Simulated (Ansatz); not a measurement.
# H6N2OSi: the cost of one run

All numbers below are computed with Ansatz 0.2.0 (RKS BLYP/6-31G*).

### 1 The structure to begin with

Bond lengths: Si1–H2 1.660 Å, Si1–N3 2.020 Å, N3–H4 1.060 Å, N3–H5 1.060 Å, Si1–O6 1.679 Å, O6–H7 1.010 Å, Si1–N8 1.819 Å, N8–H9 1.060 Å, N8–H10 1.060 Å. Angles: H2–Si1–N3 45.6°, H2–Si1–O6 121.5°, H2–Si1–N8 121.5°, N3–Si1–O6 122.8°, N3–Si1–N8 122.8°, O6–Si1–N8 109.5°, Si1–N3–H4 114.2°, Si1–N3–H5 114.5°, H4–N3–H5 120.0°, Si1–O6–H7 109.5°, Si1–N8–H9 120.0°, Si1–N8–H10 120.0°, H9–N8–H10 120.0°.

Coordinates:

```xyz
10

Si    0.0000    0.0000    0.0000
H     0.8198    0.0000    1.4434
N     1.9526    0.0000    0.5176
H     2.4509   -0.9180    0.3369
H     2.4539    0.9180    0.3453
O    -0.7913    1.3709   -0.5594
H    -1.7491    1.1401   -0.7818
N    -0.8572   -1.4851   -0.6061
H    -1.3922   -2.1014    0.0704
H    -0.8219   -1.7344   -1.6357
```

### 2 A restrained relaxation towards end A

Springs on the bonds that form and break draw the guess towards this end; the thresholds are loose.

input.yaml reads:

```yaml
crystal:
  periodic: [false, false, false]
  atoms:
    - { symbol: Si, position_ang: [0.0, 0.0, 0.0] }
    - { symbol: H, position_ang: [0.8198, 0.0, 1.4434] }
    - { symbol: "N", position_ang: [1.9526, 0.0, 0.5176] }
    - { symbol: H, position_ang: [2.4509, -0.918, 0.3369] }
    - { symbol: H, position_ang: [2.4539, 0.918, 0.3453] }
    - { symbol: O, position_ang: [-0.7913, 1.3709, -0.5594] }
    - { symbol: H, position_ang: [-1.7491, 1.1401, -0.7818] }
    - { symbol: "N", position_ang: [-0.8572, -1.4851, -0.6061] }
    - { symbol: H, position_ang: [-1.3922, -2.1014, 0.0704] }
    - { symbol: H, position_ang: [-0.8219, -1.7344, -1.6357] }
basis:
  gaussian: { orbitals: "6-31G*" }
hamiltonian:
  xc: blyp
relax:
  f_tol: 0.15
  max_steps: 25
  restrain:
    - { distance: [1, 2], at: 2.26, k: 30.0 }
    - { distance: [0, 1], at: 1.46, k: 30.0 }
    - { distance: [0, 2], at: 1.82, k: 30.0 }
```

The run is started by

```bash
$ ansatz run input.yaml --threads 1 --pin off --max-ram 2048MiB --backend cpu --events-out ev --progress --plain --runs-dir out
```

What time and memory should one allow on 1 thread of Arm Neoverse V2, shared host?

About 34 s, with a peak of 0.12 GiB.
